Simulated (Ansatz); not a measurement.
# CH3GaMg: one structure at several levels

Aim: energy, forces and dipole at a structure displaced at random from a GFN2-xTB minimum, from CCSD(T) and from density functionals.

Program: Ansatz 0.2.0, Gaussian basis. Level of theory: single points in def2-TZVPP. These are calculated values, not measurements.

Correlated methods freeze the cores. Filled d shells of the heavier atoms are correlated. The outer core shell of Li, Na, Mg and K is correlated.

**1. Starting geometry**

6 atoms, charge 0, spin multiplicity 1.

Atoms are counted from 1 here; the program's logs count them from 0.

Bond lengths: C1–Mg2 2.037 Å, C1–Ga3 2.209 Å, C1–H4 1.263 Å, C1–H5 1.129 Å, Ga3–H6 1.830 Å. Angles: Mg2–C1–Ga3 84.9°, Mg2–C1–H4 120.2°, Mg2–C1–H5 115.7°, Ga3–C1–H4 122.3°, Ga3–C1–H5 121.8°, H4–C1–H5 94.5°, C1–Ga3–H6 123.1°.

Geometry (Å):

```xyz
6

C    -0.14390   -0.43220   -0.63490
Mg    1.30400   -1.77530   -0.13510
Ga    0.52210    0.65880    1.16640
H    -1.33850   -0.81330   -0.78960
H    -0.05960    0.01640   -1.66790
H    -0.32010    2.15620    1.79560
```

**2. CCSD(T)/def2-TZVPP**

File run/in.yaml:

```yaml
crystal:
  periodic: [false, false, false]
  atoms:
    - {symbol: C, position_ang: [-0.143900, -0.432200, -0.634900]}
    - {symbol: Mg, position_ang: [1.304000, -1.775300, -0.135100]}
    - {symbol: Ga, position_ang: [0.522100, 0.658800, 1.166400]}
    - {symbol: H, position_ang: [-1.338500, -0.813300, -0.789600]}
    - {symbol: H, position_ang: [-0.059600, 0.016400, -1.667900]}
    - {symbol: H, position_ang: [-0.320100, 2.156200, 1.795600]}
basis:
  gaussian: {orbitals: def2-TZVPP}
correlation: {method: ccsd_t}
output: {forces: true}
```

No record of the launch command was kept for these runs.

**3. PBE0-D4/def2-TZVPP**

run/in.yaml, as its differences from that of step 2:

```diff
@@ -11,3 +11,3 @@
   gaussian: {orbitals: def2-TZVPP}
-correlation: {method: ccsd_t}
-output: {forces: true}
+hamiltonian: {xc: pbe0, dispersion: d4}
+output: {forces: true, orbitals: {seedname: orbitals}}
```

**4. wB97M-V/def2-TZVPP**

run/in.yaml, as its differences from that of step 3:

```diff
@@ -11,3 +11,3 @@
   gaussian: {orbitals: def2-TZVPP}
-hamiltonian: {xc: pbe0, dispersion: d4}
-output: {forces: true, orbitals: {seedname: orbitals}}
+hamiltonian: {xc: {name: wB97M-V}}
+output: {forces: true}
```

**5. r2SCAN-D4/def2-TZVPP**

run/in.yaml, as its differences from that of step 4:

```diff
@@ -11,3 +11,3 @@
   gaussian: {orbitals: def2-TZVPP}
-hamiltonian: {xc: {name: wB97M-V}}
+hamiltonian: {xc: r2scan, dispersion: d4}
 output: {forces: true}
```

**6. PBE-D4/def2-TZVPP**

run/in.yaml, as its differences from that of step 5:

```diff
@@ -11,3 +11,3 @@
   gaussian: {orbitals: def2-TZVPP}
-hamiltonian: {xc: r2scan, dispersion: d4}
+hamiltonian: {xc: pbe, dispersion: d4}
 output: {forces: true}
```

**7. BHLYP-D4/def2-TZVPP**

run/in.yaml, as its differences from that of step 6:

```diff
@@ -11,3 +11,3 @@
   gaussian: {orbitals: def2-TZVPP}
-hamiltonian: {xc: pbe, dispersion: d4}
+hamiltonian: {xc: {name: BHLYP}, dispersion: d4}
 output: {forces: true}
```

**8. r2SCAN0-D4/def2-TZVPP**

run/in.yaml, as its differences from that of step 7:

```diff
@@ -11,3 +11,3 @@
   gaussian: {orbitals: def2-TZVPP}
-hamiltonian: {xc: {name: BHLYP}, dispersion: d4}
+hamiltonian: {xc: {name: r2SCAN0}, dispersion: d4}
 output: {forces: true}
```

(Steps that only read results are left out.)

**Question.** What will these runs give? Wanted: energy less free atoms, CCSD(T)/def2-TZVPP; RMS force component; RMS force error; HOMO and LUMO, PBE0-D4; T1 diagnostic.

As calculated:

| quantity | value |
| --- | --- |
| energy less free atoms, CCSD(T)/def2-TZVPP | -1303.4 kJ/mol |
| RMS force component | 1.117 to 1.342 eV/Å over the methods |
| RMS force error | PBE0-D4 0.080, wB97M-V 0.128, r2SCAN-D4 0.088, PBE-D4 0.143, BHLYP-D4 0.175, r2SCAN0-D4 0.123 eV/Å |
| HOMO and LUMO, PBE0-D4 | -4.98 and -2.82 eV |
| T1 diagnostic | 0.016 |

What this shows: Against CCSD(T) the functionals' energies less atoms differ by -77.3 to +44.4 kJ/mol, PBE-D4 by -77.3 kJ/mol. The reference is not at the basis limit: in triple zeta CCSD(T) underbinds, which counts against methods that bind more; the gaps are no ranking. For forces PBE0-D4 does best and BHLYP-D4 worst. Frozen-core CCSD(T) forces in triple zeta carry basis errors of their own, and this is one geometry, so small gaps rank nothing. The restricted Hartree–Fock reference is unstable towards an unrestricted one at one or more of these structures.
